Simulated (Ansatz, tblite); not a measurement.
**The cluster Si₅Cl₂: charged states by level of theory**

What does removing or adding an electron cost or gain for the cluster Si₅Cl₂? Each charged state is run at several levels.

The runs use Ansatz 0.2.0, Gaussian basis; as each input shows.

The runs, in order: charge +1 doublet, at the geometry of the singlet (PBE0-D4/def2-TZVP, PBE-D4/def2-TZVP, revPBE-D4/def2-TZVP, CCSD(T)/def2-SVP); charge -1 doublet, at the geometry of the singlet (PBE0-D4/def2-TZVPD, PBE-D4/def2-TZVPD, revPBE-D4/def2-TZVPD); the starting singlet's energies come from earlier runs.

3 further runs of the same task are left out: 3 set aside as unsound or not needed.

## (1) The geometry

The geometry is that of the singlet, from an earlier relaxation (r2SCAN-D4/def2-SVP). At that level it is the lowest of the isomers that a small search found.

7 atoms, charge 0, spin multiplicity 1.

Atoms are counted from 1 here; the program's logs count them from 0.

Bond lengths: Si1–Si2 2.397 Å, Si1–Cl6 2.139 Å, Si2–Si4 2.433 Å, Si2–Si5 2.300 Å, Si2–Cl7 2.091 Å, Si3–Si4 2.285 Å, Si3–Si5 2.298 Å, Si4–Si5 2.386 Å. Angles: Si2–Si1–Cl6 98.1°, Si1–Si2–Si4 68.0°, Si1–Si2–Si5 120.6°, Si1–Si2–Cl7 114.6°, Si4–Si2–Si5 60.5°, Si4–Si2–Cl7 112.7°, Si5–Si2–Cl7 111.2°, Si4–Si3–Si5 62.8°, Si2–Si4–Si3 115.9°, Si2–Si4–Si5 57.0°, Si3–Si4–Si5 58.9°, Si2–Si5–Si3 120.9°, Si2–Si5–Si4 62.5°, Si3–Si5–Si4 58.4°.

## (2) Charge +1 doublet at the fixed geometry, PBE0-D4/def2-TZVP

in.yaml

```yaml
crystal:
  periodic: [false, false, false]
  atoms:
    - {symbol: Si, position_ang: [2.004166, -0.765839, 0.460546]}
    - {symbol: Si, position_ang: [-0.328330, -1.197164, 0.112980]}
    - {symbol: Si, position_ang: [-1.294267, 2.637491, -0.484586]}
    - {symbol: Si, position_ang: [0.106882, 1.156934, 0.547002]}
    - {symbol: Si, position_ang: [-1.684457, 0.400503, -0.835807]}
    - {symbol: Cl, position_ang: [2.481725, -0.083650, -1.509835]}
    - {symbol: Cl, position_ang: [-1.285718, -2.148284, 1.709700]}
basis:
  gaussian: {orbitals: def2-TZVP}
total_charge: 1
magnetization: {spin_polarized: true, initial_magnetization: 1}
hamiltonian: {xc: pbe0, dispersion: d4}
scf: {omitted_lower_state_checks: [starts]}
output: {orbitals: {seedname: orbitals}}
```

Command:

```bash
$ ansatz run in.yaml --threads 4 --pin off --events-out ev --progress --plain --max-ram 4787MiB
```

What it wrote:

```text
Functional definition: PBE0
  name "PBE0"
  cite "Adamo & Barone, J. Chem. Phys. 110, 6158 (1999) doi:10.1063/1.478522"
  cite "Perdew, Burke & Ernzerhof, Phys. Rev. Lett. 77, 3865 (1996) doi:10.1103/PhysRevLett.77.3865"
  parent pbe
  parameter a = 0.25
  parameter kappa = 0.804
  parameter beta = 0.06672455060314922
  exchange = (1 - a)*pbe_x(kappa = kappa, mu = beta*pi^2/3) + a*exact_x
  correlation = pbe_c(beta = beta)
these checks for a lower state are left out or cut short: starts
1876 factors; their error is unknown
mean field evaluation 1: about -64396.4330 eV, gradient 3.1e1 eV
mean field evaluation 2: about -64380.6567 eV, gradient 5.5e1 eV
mean field evaluation 4: about -64402.2156 eV, gradient 7.5e0 eV
mean field evaluation 8: about -64402.6864 eV, gradient 2.5e-1 eV
mean field evaluation 16: about -64402.9292 eV, gradient 5.8e-3 eV
mean field evaluation 32: about -64402.9293 eV, gradient 1.2e-4 eV
mean field -64402.92925037 eV, -2366.7639960777 hartree, gradient 2.9e-5 eV, S^2 0.777967; 0 other end points of the search recorded, 0 dependent functions left out
reference -64402.92928363 eV, -2366.7639973001 hartree; 52, 51 occupied and 207, 208 virtual orbitals, 1876 factors
Total energy: -64403.39131000 eV, -2366.7809764560 hartree
Checks for a lower state left out: starts
```

Run time: 71 s. Hardware: 4 threads of Intel Xeon at 2.50GHz, shared host; peak memory 1.4 GiB.

HOMO -11.30 eV, LUMO -9.32 eV (over both spins); ⟨S²⟩ 0.778 (pure: 0.75).

## (3) Charge +1 doublet at the fixed geometry, PBE-D4/def2-TZVP

start.molden holds the orbitals of an earlier run on this state, given as this run's starting guess.

in.yaml, as its differences from that of step 2:

```diff
@@ -11,6 +11,6 @@
 basis:
-  gaussian: {orbitals: def2-TZVP}
+  gaussian: {orbitals: def2-TZVP, initial_orbitals: start.molden}
 total_charge: 1
 magnetization: {spin_polarized: true, initial_magnetization: 1}
-hamiltonian: {xc: pbe0, dispersion: d4}
+hamiltonian: {xc: pbe, dispersion: d4}
 scf: {omitted_lower_state_checks: [starts]}
```

Launched as before.

What it wrote:

```text
Functional definition: PBE
  name "PBE"
  cite "Perdew, Burke & Ernzerhof, Phys. Rev. Lett. 77, 3865 (1996) doi:10.1103/PhysRevLett.77.3865"
  parent pbe
  parameter kappa = 0.804
  parameter beta = 0.06672455060314922
  exchange = pbe_x(kappa = kappa, mu = beta*pi^2/3)
  correlation = pbe_c(beta = beta)
these checks for a lower state are left out or cut short: starts
1772 factors; their error is unknown
mean field evaluation 1: about -64398.0396 eV, gradient 1.2e1 eV
mean field evaluation 2: about -64398.2272 eV, gradient 3.2e-1 eV
mean field evaluation 4: about -64398.2045 eV, gradient 3.5e-2 eV
mean field evaluation 8: about -64398.2045 eV, gradient 2.5e-5 eV
mean field -64398.20450215 eV, -2366.5903647834 hartree, gradient 2.5e-5 eV, S^2 0.759373; 0 other end points of the search recorded, 0 dependent functions left out
reference -64398.20454623 eV, -2366.5903664031 hartree; 52, 51 occupied and 207, 208 virtual orbitals, 1772 factors
Total energy: -64398.73293798 eV, -2366.6097844419 hartree
Checks for a lower state left out: starts
```

Wall time 17 s (4 threads of Intel Xeon at 2.50GHz, shared host); peak memory 0.55 GiB.

Report: HOMO -10.33 eV, LUMO -9.81 eV (over both spins); ⟨S²⟩ 0.759 (pure: 0.75).

## (4) Charge +1 doublet at the fixed geometry, revPBE-D4/def2-TZVP

in.yaml, as its differences from that of step 3:

```diff
@@ -14,3 +14,3 @@
 magnetization: {spin_polarized: true, initial_magnetization: 1}
-hamiltonian: {xc: pbe, dispersion: d4}
+hamiltonian: {xc: {name: revPBE}, dispersion: d4}
 scf: {omitted_lower_state_checks: [starts]}
```

Launched as before.

What it wrote:

```text
Functional definition: revPBE
  name "revPBE"
  cite "Zhang & Yang, Phys. Rev. Lett. 80, 890 (1998) doi:10.1103/PhysRevLett.80.890"
  cite "Perdew, Burke & Ernzerhof, Phys. Rev. Lett. 77, 3865 (1996) doi:10.1103/PhysRevLett.77.3865"
  parameter kappa = 1.245
  parameter beta = 0.06672455060314922
  exchange = pbe_x(kappa = kappa, mu = beta*pi^2/3)
  correlation = pbe_c(beta = beta)
these checks for a lower state are left out or cut short: starts
1772 factors; their error is unknown
mean field evaluation 1: about -64415.3660 eV, gradient 1.0e1 eV
mean field evaluation 2: about -64415.4937 eV, gradient 2.6e-1 eV
mean field evaluation 4: about -64415.4691 eV, gradient 1.6e-2 eV
mean field -64415.46905592 eV, -2367.2248254320 hartree, gradient 3.2e-5 eV, S^2 0.761116; 0 other end points of the search recorded, 0 dependent functions left out
reference -64415.46911074 eV, -2367.2248274465 hartree; 52, 51 occupied and 207, 208 virtual orbitals, 1772 factors
Total energy: -64416.58767275 eV, -2367.2659338421 hartree
Checks for a lower state left out: starts
```

Run time: 17 s. Hardware: 4 threads of Intel Xeon at 2.50GHz, shared host; peak memory 0.55 GiB.

HOMO -10.30 eV, LUMO -9.75 eV (over both spins); ⟨S²⟩ 0.761 (pure: 0.75).

## (5) Charge +1 doublet at the fixed geometry, CCSD(T)/def2-SVP

in.yaml, as its differences from that of step 4:

```diff
@@ -11,7 +11,7 @@
 basis:
-  gaussian: {orbitals: def2-TZVP, initial_orbitals: start.molden}
+  gaussian: {orbitals: def2-SVP, initial_orbitals: start.molden}
 total_charge: 1
 magnetization: {spin_polarized: true, initial_magnetization: 1}
-hamiltonian: {xc: {name: revPBE}, dispersion: d4}
-scf: {omitted_lower_state_checks: [starts]}
+correlation: {method: ccsd_t}
+scf: {omitted_lower_state_checks: [starts, cluster_reference]}
 output: {orbitals: {seedname: orbitals}}
```

Launched as before.

What it wrote (excerpt; [...] marks lines left out):

```text
Functional definition: HF
  name "HF"
  cite "Fock, Z. Phys. 61, 126 (1930) doi:10.1007/BF01340294"
  parent pbe
[...]
1147 factors; integrals over basis functions are off by at most 1.1e-3 eV
[...]
mean field -64289.27964679 eV, -2362.5874501807 hartree, gradient 2.9e-6 eV, S^2 0.988918; 0 other end points of the search recorded, 0 dependent functions left out
35 core orbitals not correlated: weight in the atoms' cores, before any rotation towards them, 1.000 or more for the frozen orbitals, at most 0.000 for the correlated occupied ones
reference -64289.27964679 eV, -2362.5874501807 hartree; 17, 16 occupied and 74, 75 virtual orbitals, 1147 factors
second order -19.05747331 eV of doubles, -0.00000000 eV of singles
cycle   1  -19.38419794 eV  change   -3.3e-1 eV  update   1.9e-1
[...]
cycle  17  -20.42622974 eV  change   -2.5e-6 eV  update   2.9e-5
perturbative correction -1.27500657 eV, -0.0468556272 hartree
Total energy: -64310.98088309 eV, -2363.3849559052 hartree
Checks for a lower state left out: starts, cluster_reference
```

It took 63 s on 4 threads of Intel Xeon at 2.50GHz, shared host; peak memory 1 GiB.

Report: Hartree-Fock HOMO -13.09 eV, LUMO -6.60 eV (over both spins); ⟨S²⟩ 0.989 (pure: 0.75); T1 0.035. Doubts: spin contamination.

## (6) Vertical ionisation energy

Charged state less starting state, singlet to doublet; the starting state's energies are those of its earlier runs.

```csv
level,vertical ionisation energy (eV),time
HF/def2-SVP†,+7.43,
PBE-D4/def2-TZVP,+7.69,31 s
revPBE-D4/def2-TZVP,+7.66,27 s
PBE0-D4/def2-TZVP,+7.87,95 s
MP2/def2-SVP†,+8.00,
CCSD/def2-SVP†,+7.85,
CCSD(T)/def2-SVP†,+7.77,91 s
```

Times add the two runs; a level without a time comes out of a correlated run. † marks a level with a doubtful state (flagged, unstable, out of aufbau order, or strongly spin-contaminated); such levels are left out of the summary. CCSD(T)/def2-SVP is no safe reference here (spin contamination).

Beside −ε(HOMO) of the starting state:

```csv
level,−ε(HOMO) (eV),by difference (eV),mismatch (eV)
PBE-D4/def2-TZVP,5.52,7.69,-2.17
revPBE-D4/def2-TZVP,5.48,7.66,-2.18
PBE0-D4/def2-TZVP,6.39,7.87,-1.49
```

## (7) Charge -1 doublet at the fixed geometry, PBE0-D4/def2-TZVPD

in.yaml, as its differences from that of step 5:

```diff
@@ -11,7 +11,7 @@
 basis:
-  gaussian: {orbitals: def2-SVP, initial_orbitals: start.molden}
-total_charge: 1
+  gaussian: {orbitals: def2-TZVPD}
+total_charge: -1
 magnetization: {spin_polarized: true, initial_magnetization: 1}
-correlation: {method: ccsd_t}
-scf: {omitted_lower_state_checks: [starts, cluster_reference]}
+hamiltonian: {xc: pbe0, dispersion: d4}
+scf: {omitted_lower_state_checks: [starts]}
 output: {orbitals: {seedname: orbitals}}
```

Launched as before.

What it wrote (excerpt; [...] marks lines left out):

```text
Functional definition: PBE0
  name "PBE0"
  cite "Adamo & Barone, J. Chem. Phys. 110, 6158 (1999) doi:10.1063/1.478522"
  cite "Perdew, Burke & Ernzerhof, Phys. Rev. Lett. 77, 3865 (1996) doi:10.1103/PhysRevLett.77.3865"
  parent pbe
[...]
2096 factors; their error is unknown
the host lacks memory for fits, so the integrals are decomposed
1856 factors; integrals over basis functions are off by at most 9.3e-4 eV
[...]
mean field -64412.93931841 eV, -2367.1318592930 hartree, gradient 1.4e-5 eV, S^2 0.772274; 0 other end points of the search recorded, 0 dependent functions left out
reference -64412.93936352 eV, -2367.1318609508 hartree; 53, 52 occupied and 254, 255 virtual orbitals, 1856 factors
Total energy: -64413.43750977 eV, -2367.1501674881 hartree
Checks for a lower state left out: starts
```

It took 79 s on 4 threads of Intel Xeon at 2.50GHz, shared host; peak memory 1.6 GiB.

HOMO -0.71 eV, LUMO 1.00 eV (over both spins); ⟨S²⟩ 0.772 (pure: 0.75).

## (8) Charge -1 doublet at the fixed geometry, PBE-D4/def2-TZVPD

in.yaml, as its differences from that of step 7:

```diff
@@ -11,6 +11,6 @@
 basis:
-  gaussian: {orbitals: def2-TZVPD}
+  gaussian: {orbitals: def2-TZVPD, initial_orbitals: start.molden}
 total_charge: -1
 magnetization: {spin_polarized: true, initial_magnetization: 1}
-hamiltonian: {xc: pbe0, dispersion: d4}
+hamiltonian: {xc: pbe, dispersion: d4}
 scf: {omitted_lower_state_checks: [starts]}
```

The command is unchanged.

What it wrote:

```text
Functional definition: PBE
  name "PBE"
  cite "Perdew, Burke & Ernzerhof, Phys. Rev. Lett. 77, 3865 (1996) doi:10.1103/PhysRevLett.77.3865"
  parent pbe
  parameter kappa = 0.804
  parameter beta = 0.06672455060314922
  exchange = pbe_x(kappa = kappa, mu = beta*pi^2/3)
  correlation = pbe_c(beta = beta)
these checks for a lower state are left out or cut short: starts
1935 factors; their error is unknown
mean field evaluation 1: about -64407.7685 eV, gradient 1.2e1 eV
mean field evaluation 2: about -64407.9521 eV, gradient 3.1e-1 eV
mean field evaluation 4: about -64407.9413 eV, gradient 6.5e-2 eV
mean field evaluation 8: about -64407.9414 eV, gradient 2.0e-5 eV
mean field -64407.94144006 eV, -2366.9481906514 hartree, gradient 1.2e-5 eV, S^2 0.759493; 0 other end points of the search recorded, 0 dependent functions left out
reference -64407.94149790 eV, -2366.9481927772 hartree; 53, 52 occupied and 254, 255 virtual orbitals, 1935 factors
Total energy: -64408.51100882 eV, -2366.9691219175 hartree
Checks for a lower state left out: starts
```

It took 31 s on 4 threads of Intel Xeon at 2.50GHz, shared host; peak memory 0.83 GiB.

HOMO 0.02 eV, LUMO 0.36 eV (over both spins); ⟨S²⟩ 0.759 (pure: 0.75). Doubts: highest occupied level lies above zero.

## (9) Charge -1 doublet at the fixed geometry, revPBE-D4/def2-TZVPD

in.yaml, as its differences from that of step 8:

```diff
@@ -14,3 +14,3 @@
 magnetization: {spin_polarized: true, initial_magnetization: 1}
-hamiltonian: {xc: pbe, dispersion: d4}
+hamiltonian: {xc: {name: revPBE}, dispersion: d4}
 scf: {omitted_lower_state_checks: [starts]}
```

Same command.

What it wrote:

```text
Functional definition: revPBE
  name "revPBE"
  cite "Zhang & Yang, Phys. Rev. Lett. 80, 890 (1998) doi:10.1103/PhysRevLett.80.890"
  cite "Perdew, Burke & Ernzerhof, Phys. Rev. Lett. 77, 3865 (1996) doi:10.1103/PhysRevLett.77.3865"
  parameter kappa = 1.245
  parameter beta = 0.06672455060314922
  exchange = pbe_x(kappa = kappa, mu = beta*pi^2/3)
  correlation = pbe_c(beta = beta)
these checks for a lower state are left out or cut short: starts
1935 factors; their error is unknown
mean field evaluation 1: about -64425.0096 eV, gradient 1.0e1 eV
mean field evaluation 2: about -64425.1335 eV, gradient 2.4e-1 eV
mean field evaluation 4: about -64425.1206 eV, gradient 4.7e-2 eV
mean field evaluation 8: about -64425.1207 eV, gradient 1.2e-5 eV
mean field -64425.12066462 eV, -2367.5795155094 hartree, gradient 1.2e-5 eV, S^2 0.760986; 0 other end points of the search recorded, 0 dependent functions left out
reference -64425.12073565 eV, -2367.5795181200 hartree; 53, 52 occupied and 254, 255 virtual orbitals, 1935 factors
Total energy: -64426.32591649 eV, -2367.6238076987 hartree
Checks for a lower state left out: starts
```

Wall time 32 s (4 threads of Intel Xeon at 2.50GHz, shared host); peak memory 0.81 GiB.

From the report: HOMO 0.05 eV, LUMO 0.42 eV (over both spins); ⟨S²⟩ 0.761 (pure: 0.75). Doubts: highest occupied level lies above zero.

## (10) Vertical electron affinity

Starting state less charged state (positive: the electron is bound), singlet to doublet; the starting state's energies are those of its earlier runs.

```csv
level,vertical electron affinity (eV),time
PBE-D4/def2-TZVPD,+2.02,45 s
revPBE-D4/def2-TZVPD,+2.00,48 s
PBE0-D4/def2-TZVPD,+2.11,1.7 min
```

Times add the two runs; a level without a time comes out of a correlated run.

Beside −ε(LUMO) of the starting state:

```csv
level,−ε(LUMO) (eV),by difference (eV),mismatch (eV)
PBE-D4/def2-TZVPD,4.03,2.02,+2.01
revPBE-D4/def2-TZVPD,3.98,2.00,+1.98
PBE0-D4/def2-TZVPD,3.48,2.11,+1.36
```

## (11) Results

```
                                             quantity                                  value
 vertical ionisation energy, functionals in def2-TZVP  7.66 (revPBE-D4) to 7.87 eV (PBE0-D4)
vertical electron affinity, functionals in def2-TZVPD  2.00 (revPBE-D4) to 2.11 eV (PBE0-D4)
```

The vertical ionisation energy spans 7.66 to 7.87 eV over the functionals. −ε(HOMO) misses the level's own difference by -1.49 eV at best (PBE0-D4) and -2.18 eV at worst (revPBE-D4). The vertical electron affinity spans 2.00 to 2.11 eV over the functionals. −ε(LUMO) misses the level's own difference by +1.36 eV at best (PBE0-D4) and +2.01 eV at worst (PBE-D4).
